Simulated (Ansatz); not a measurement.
**H₅O₂PSi: basis-set convergence**

An exercise on one series of results from a longer session: the logs are not shown, and one member is left open.

Program: Ansatz 0.2.0, Gaussian basis. Level of theory: one geometry, several basis sets. These are calculated values, not measurements.

Plan: PBE0-D4/def2-SVP; ωB97M-V/def2-SVP; PBE0-D4/def2-QZVPP; ωB97M-V/def2-QZVPP; the functionals' def2-TZVPP values are taken from earlier runs.

## The geometry

An earlier PBE0-D4 in a triple-zeta def2 set relaxation fixed the geometry.

SMILES `O[SiH2]OP`, 9 atoms, charge 0, spin multiplicity 1.

Atoms are counted from 1 here; the program's logs count them from 0.

Bond lengths: O1–Si2 1.637 Å, O1–H5 0.958 Å, Si2–O3 1.647 Å, Si2–H6 1.486 Å, Si2–H7 1.473 Å, O3–P4 1.646 Å, P4–H8 1.424 Å, P4–H9 1.424 Å. Angles: Si2–O1–H5 118.2°, O1–Si2–O3 112.6°, O1–Si2–H6 109.8°, O1–Si2–H7 106.9°, O3–Si2–H6 108.4°, O3–Si2–H7 105.8°, H6–Si2–H7 113.3°, Si2–O3–P4 125.8°, O3–P4–H8 98.7°, O3–P4–H9 98.7°, H8–P4–H9 92.2°.

Set-up of the first run:

File in.yaml:

```yaml
crystal:
  periodic: [false, false, false]
  atoms:
    - {symbol: O, position_ang: [-0.307899, 1.144280, -1.642907]}
    - {symbol: Si, position_ang: [0.817663, 0.561951, -0.606418]}
    - {symbol: O, position_ang: [0.302435, -0.778051, 0.201775]}
    - {symbol: P, position_ang: [-0.942202, -0.834855, 1.277569]}
    - {symbol: H, position_ang: [-0.998706, 1.706859, -1.290590]}
    - {symbol: H, position_ang: [1.170561, 1.605264, 0.391284]}
    - {symbol: H, position_ang: [1.964493, 0.123467, -1.421101]}
    - {symbol: H, position_ang: [-0.305873, -1.590906, 2.302551]}
    - {symbol: H, position_ang: [-1.611970, -1.984309, 0.770637]}
basis:
  gaussian: {orbitals: def2-SVP}
hamiltonian: {xc: pbe0, dispersion: d4}
output: {orbitals: {seedname: orbitals}}
```

Command:

```sh
$ ansatz run in.yaml --threads 2 --pin off --events-out ev --progress --plain --max-ram 4352MiB
```

Among the steps run: PBE0-D4 in def2-SVP; ωB97M-V in def2-SVP; PBE0-D4 in def2-QZVPP; ωB97M-V in def2-QZVPP.

One of the session's tables, all rows but one given; the rest of the session is left out.

| functional | basis | HOMO (eV) | LUMO (eV) |
| --- | --- | --- | --- |
| PBE0-D4 | def2-SVP | -7.22 | 0.21 |
| PBE0-D4 | def2-TZVPP | -7.30 | -0.34 |
| PBE0-D4 | def2-QZVPP | -7.33 | -0.47 |
| ωB97M-V | def2-SVP | -9.44 | 2.24 |
| ωB97M-V | def2-TZVPP | -9.54 | 1.52 |
| ωB97M-V | def2-QZVPP | ? | ? |

**Question.** Estimate the row for ωB97M-V, def2-QZVPP.

As computed: HOMO (eV): -9.57; LUMO (eV): 1.23. In the column «HOMO (eV)» it is the lowest.
